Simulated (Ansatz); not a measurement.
Crystal: Ba2Tl5V3O12.

```
Ba V Tl O
1.0
     6.65272    0.04946    0.02017
     2.86070    8.36464    0.00384
     2.68279    2.46936    9.19569
Ba V Tl O
2 3 5 12
Direct
  0.80419 0.04665 0.02264
  0.21205 0.95157 0.34012
  0.74540 0.70796 0.33582
  0.25963 0.26599 0.03225
  0.04074 0.07695 0.66106
  0.25636 0.39847 0.35003
  0.58966 0.34866 0.60553
  0.57327 0.88069 0.66842
  0.74552 0.49664 0.11648
  0.11891 0.64206 0.74303
  0.28433 0.09717 0.54175
  0.85350 0.49575 0.34386
  0.40255 0.20448 0.17282
  0.88414 0.05377 0.55967
  0.14017 0.47956 0.98899
  0.54627 0.73631 0.48712
  0.90594 0.24279 0.73262
  0.61543 0.80058 0.18857
  0.05538 0.16451 0.10164
  0.08209 0.90404 0.80708
  0.44178 0.20123 0.89187
  0.94269 0.80417 0.30862
```

The cell was built by a generator and needn't be a form met in nature.

- Program: Ansatz 0.2.0
- Task: relaxation of cell and atoms
- Functional: PBE
- Dispersion: D3(BJ)
- Potentials or basis: Ansatz PAW
- Cutoff: 420 eV (not typed: the program's choice for these potentials)
- k mesh: 3 × 3 × 2
- Occupations: fermi-dirac, width 0.05 eV
- Spin: collinear spin, ferromagnetic start
- Starting moments: [0.0, 0.0, 2.0, 2.0, 2.0, 0.0, 0.0, 0.0, 0.0, 0.0, 0.0, 0.0, 0.0, 0.0, 0.0, 0.0, 0.0, 0.0, 0.0, 0.0, 0.0, 0.0] μB

At the start: volume 23.18 Å³/atom.

Question: Where does the relaxation end?

Answer: It ends after 22 steps and the volume is 20.59 Å³/atom (-11.2 %); space group P1 (No. 1, to 0.05 Å); moment 0.00 μB per cell.

The path:
| step | energy change (eV) | largest force (eV/Å) | volume (Å³) |
| --- | --- | --- | --- |
| 1 | 0.0000 | 0.0221 | 510.04 |
| 2 | -0.1274 | 0.1047 | 489.60 |
| 3 | -0.1742 | 0.1086 | 481.27 |
| 4 | -0.2199 | 0.1584 | 469.39 |
| 5 | -0.2365 | 0.1059 | 465.37 |
| 6 | -0.2388 | 0.0744 | 465.90 |
| 7 | -0.2435 | 0.0571 | 464.79 |
| 8 | -0.2445 | 0.0306 | 464.94 |
| 9 | -0.2460 | 0.0118 | 464.40 |
| 10 | -0.2460 | 0.0042 | 464.39 |
| 11 | -0.1996 | 0.0048 | 464.39 |
| 12 | -0.2134 | 0.0580 | 459.56 |
| 13 | -0.2189 | 0.0684 | 457.30 |
| 14 | -0.2216 | 0.0610 | 456.58 |
| 15 | -0.2227 | 0.0086 | 456.39 |
| 16 | -0.2085 | 0.0085 | 456.39 |
| 17 | -0.2132 | 0.0338 | 454.47 |
| 18 | -0.2162 | 0.0199 | 453.29 |
| 19 | -0.2163 | 0.0151 | 453.29 |
| 20 | -0.2164 | 0.0091 | 453.35 |
| 21 | -0.2170 | 0.0087 | 453.09 |
| 22 | -0.2113 | 0.0086 | 453.09 |

Final structure:
```
CELL_PARAMETERS angstrom
6.33457 -0.18370 -0.05109
2.43582 7.78875 -0.27591
2.37378 1.96130 9.01544
ATOMIC_POSITIONS crystal
Ba 0.81432 0.00850 0.03058
Ba 0.20313 0.97446 0.34404
V 0.71812 0.69605 0.33910
V 0.28272 0.26012 0.02016
V 0.05433 0.10002 0.67239
Tl 0.24356 0.44639 0.34377
Tl 0.58026 0.34238 0.62194
Tl 0.55698 0.87721 0.70563
Tl 0.74576 0.47428 0.07852
Tl 0.09874 0.62607 0.71668
O 0.30019 0.12976 0.55340
O 0.83022 0.47627 0.34125
O 0.43434 0.22229 0.15997
O 0.88324 0.07419 0.56604
O 0.19141 0.47788 0.95524
O 0.52128 0.73502 0.49374
O 0.91878 0.26540 0.76349
O 0.57940 0.78155 0.19292
O 0.05273 0.17233 0.10524
O 0.10567 0.90821 0.79980
O 0.45443 0.14970 0.89060
O 0.93041 0.80192 0.30550
```

Caveat: the plane-wave basis is chosen anew once the cell has moved, so the energies of steps on either side of that aren't comparable; the pressure holds a Pulay correction of +0.3 GPa for the finite cutoff; the starting moments weren't kept.
